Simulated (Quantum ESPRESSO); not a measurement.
**TaAs under changes of volume**

One of the cells (17.396 Å³/atom); the others are scaled copies at fixed shape and fractional positions:

```xyz
4
Lattice="-1.7218 1.7218 5.8679 1.7218 -1.7218 5.8679 1.7218 1.7218 -5.8679" Properties=species:S:1:pos:R:3 pbc="T T T"
Ta    0.0000    0.0000    5.8676
Ta    1.7218    0.0000    2.9336
As    0.0000    0.0000    0.9698
As    0.0000    1.7218    3.9037
```

The cell is a database's computed one.

```yaml
Program: Quantum ESPRESSO 7.5
Functional: PBE
Potentials_or_basis: SSSP 1.3 efficiency PBE
Cutoff: 748 eV
Density_cutoff: 5987 eV
k_mesh: 11 × 11 × 11
Occupations: fermi-dirac, width 0.05 eV
Spin: no spin polarisation
```

```csv
volume (Å³/atom),energy over the lowest point (meV/atom),pressure (GPa)
16.353,60.84,16.1
16.700,31.31,11.1
17.048,12.00,6.7
17.396,?,?
17.744,0.00,-0.9
18.092,5.53,-4.2
18.440,17.72,-7.1
```

What does the run at 17.396 Å³/atom give?

Energy over the lowest point 1.88 meV/atom; pressure 2.7 GPa.

Worked out: A Birch-Murnaghan fit of order 3 (a polynomial in V^(-2/3)) to the other rows has its minimum at 17.65 Å³/atom with B0 = V·E''(V) = 178 GPa and B' = 4.5 at fixed shape and positions, which overstates the stiffness. It gives 1.87 meV/atom at 17.396 Å³/atom, against the run's 1.88, and -dE/dV = 2.7 GPa, against 2.7.

Energies are extrapolated to zero smearing.
